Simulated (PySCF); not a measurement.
# C4H6FGaO2: the cost of one run

Computed with PySCF 2.14.0 and routines of our own; the level stands in each step. Atoms count from 0.

### Step 1. The starting structure

14 atoms, charge 0, multiplicity 1; geometry from: GFN2-xTB.

### Step 2. First hyperpolarisability: quadratic response CAM-B3LYP/def2-SVPD

What the job is given:

```
{"job": {"kind": "beta", "xc": "CAM-B3LYP", "basis": "def2-SVPD", "wavelengths": [1907, 1340]}, "charge": 0, "multiplicity": 1}
F      1.286473     1.582734     0.055165
C      2.297541     0.618228    -0.138409
Ga     1.080491    -1.026652    -0.216206
O     -0.371025    -0.522073    -1.413141
C     -1.455225     0.044875    -1.088901
C     -1.941126     0.219701     0.199145
C     -1.241716    -0.233913     1.308533
O     -0.126125    -0.831878     1.301726
H      2.974591     0.719527     0.714633
H      2.824590     0.915822    -1.049399
H      1.323553    -2.530641    -0.411211
H     -2.068999     0.413498    -1.922442
H     -2.887993     0.711888     0.340720
H     -1.695708    -0.081587     2.297620
```

Level: quadratic response CAM-B3LYP/def2-SVPD first hyperpolarisability, Taylor convention, gas phase.

The run is started by

```console
OMP_NUM_THREADS=1 python excited_run.py task.json out
```

This one command runs all jobs of the session in turn.

Q: Estimate the wall time and peak memory of this first job on 1 thread of Arm Neoverse V2, shared host.

About 61 s, with a peak of 1.2 GiB.
